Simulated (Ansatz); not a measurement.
# Cu3Pt: the cost of one run

Computed with Ansatz 0.2.0 (reference: DFT r2SCAN, plane waves, PAW, scalar-relativistic, no spin polarisation, unless a step's input says otherwise).

1 further run of the same task is left out (it didn't finish).

## Step 1: Starting point

The structure is orthorhombic, space group Pmmn (No. 59). The conventional cell has a = 4.128 Å, b = 5.098 Å, c = 4.460 Å, α = 90.00°, β = 90.00°, γ = 90.00°. Around Cu (site symmetry m) lie 4 Pt at 2.54 to 2.57 Å and 8 Cu at 2.54 to 2.57 Å. Pt (site symmetry mm2) is surrounded by 12 Cu at 2.54 to 2.57 Å. Cu (site symmetry mm2) is surrounded by 8 Cu at 2.54 to 2.57 Å and 4 Pt at 2.55 Å.

Structure file:

```cif
data_structure
_symmetry_space_group_name_H-M 'Pmmn:1'
_symmetry_Int_Tables_number 59
_cell_length_a 4.1281
_cell_length_b 5.0984
_cell_length_c 4.4600
_cell_angle_alpha 90.000
_cell_angle_beta 90.000
_cell_angle_gamma 90.000
_cell_volume 93.87
loop_
_atom_site_label
_atom_site_type_symbol
_atom_site_symmetry_multiplicity
_atom_site_Wyckoff_symbol
_atom_site_fract_x
_atom_site_fract_y
_atom_site_fract_z
_atom_site_occupancy
Cu1 Cu 4 e 0.00000 0.25000 0.16700 1
Pt1 Pt 2 a 0.00000 0.00000 0.66700 1
Cu2 Cu 2 b 0.50000 0.00000 0.33300 1
```

## Step 2: The reference run

Contents of input.yaml:

```yaml
crystal:
  lattice:
    - [5.09839763, 0.0, 0.0]
    - [0.0, 4.12808519, 0.0]
    - [0.0, 0.0, 4.46003397]
  atoms:
    - { symbol: Cu, position: [0.25, 0.0, 0.833] }
    - { symbol: Cu, position: [0.75, 0.0, 0.833] }
    - { symbol: Cu, position: [0.75, 0.5, 0.167] }
    - { symbol: Cu, position: [0.25, 0.5, 0.167] }
    - { symbol: Pt, position: [0.0, 0.0, 0.333] }
    - { symbol: Pt, position: [0.5, 0.5, 0.667] }
    - { symbol: Cu, position: [0.0, 0.5, 0.667] }
    - { symbol: Cu, position: [0.5, 0.0, 0.333] }
  symmetry: { tolerance: 0.0003 }
kpoints:
  mp_grid: { grid: [4, 4, 4], shift: [0, 0, 0] }
magnetization:
  spin_polarized: false
scf:
  occupations: { method: gaussian, width: 0.0976 }
hamiltonian:
  pseudopotentials: { kind: paw }
  xc: r2scan
basis:
  ecutwfc: 500
output:
  forces: true
  stress: true
  eigenvalues: true
  write_density: true
  write_potential: true
  elf: true
  volumetric_format: npy
relax:
  max_steps: 40
  cell: {}
```

Run with:

```
$ ansatz run input.yaml --threads 1 --pin off --max-ram 2560MiB --backend cpu --events-out ev --progress --plain --runs-dir out
```

What time and memory should one allow on 1 thread of Intel Xeon Platinum 8488C (Sapphire Rapids), shared host?

About 3.5 min, with a peak of 0.84 GiB.
